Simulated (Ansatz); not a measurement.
# C2H7GeN: the cost of one run

Computed with the Python package of Ansatz 0.2.0. Level of theory: PBE0+D4/6-31G*.

## 1. The structure

Bond lengths: N1–C2 1.397 Å, C2–C3 1.448 Å, C2–Ge4 1.997 Å, C3–Ge4 2.004 Å, N1–H5 1.092 Å, N1–H6 1.093 Å, C2–H7 1.134 Å, C3–H8 1.171 Å, C3–H9 1.091 Å, Ge4–H10 1.480 Å, Ge4–H11 1.601 Å. Angles (14 of 21 angles, heavy atoms first): N1–C2–C3 111.1°, N1–C2–Ge4 113.0°, C3–C2–Ge4 69.0°, C2–C3–Ge4 68.5°, C2–Ge4–C3 42.4°, N1–C2–H7 120.4°, C3–C2–H7 117.8°, Ge4–C2–H7 114.7°, C2–N1–H5 108.8°, C2–N1–H6 108.8°, C2–C3–H8 112.0°, C2–C3–H9 119.1°, Ge4–C3–H8 108.6°, Ge4–C3–H9 119.3°.

No structure file is read: the coordinates are typed or built in the script.

## 2. Script

The input, spin.py:

```python
"""Gap between spin states of C2H7GeN at one geometry."""

import ansatz as az


def main() -> None:
    c2h7gen = (
        az.Crystal.molecule()
        .atom("N", (-1.3219, 0.7717, -0.2786))
        .atom("C", (0.0246, 0.626, 0.0651))
        .atom("C", (0.2164, -0.5046, 0.9496))
        .atom("Ge", (0.9155, -0.8853, -0.8891))
        .atom("H", (-1.3884, 1.3558, -1.1987))
        .atom("H", (-1.7988, 1.4407, 0.4425))
        .atom("H", (0.6791, 1.538, 0.2232))
        .atom("H", (1.1257, -0.3482, 1.671))
        .atom("H", (-0.657, -1.0485, 1.3109))
        .atom("H", (2.3879, -1.0242, -0.8371))
        .atom("H", (-0.1177, -1.9784, -1.4382))
    )

    calc = (
        c2h7gen.calculation()
        .basis(gaussian="6-31G*")
        .functional("pbe0", dispersion="d4")
    )
    found = {}
    for unpaired in [0, 2]:
        summary = calc.spin("collinear", total=unpaired).run().report
        s = unpaired / 2
        found[unpaired] = summary["free_energy_ev"]
        print(f"2S+1 = {unpaired + 1}: E = {found[unpaired]:.5f} eV, <S^2> = {abs(summary['mean_field']['state']['spin_squared']):.3f} (pure state {s * (s + 1):.2f})")
    lowest = min(found, key=found.get)
    for unpaired, e in found.items():
        print(f"multiplicity {unpaired + 1}: {(e - found[lowest]):.3f} eV above the lowest")


if __name__ == "__main__":
    main()
```

## 3. Running it

Command:

```
> python spin.py
```

**Question.** How long does this script take on 1 thread of Arm Neoverse V2, shared host, and how much memory does it need?

About 12 s, with a peak of 0.34 GiB.
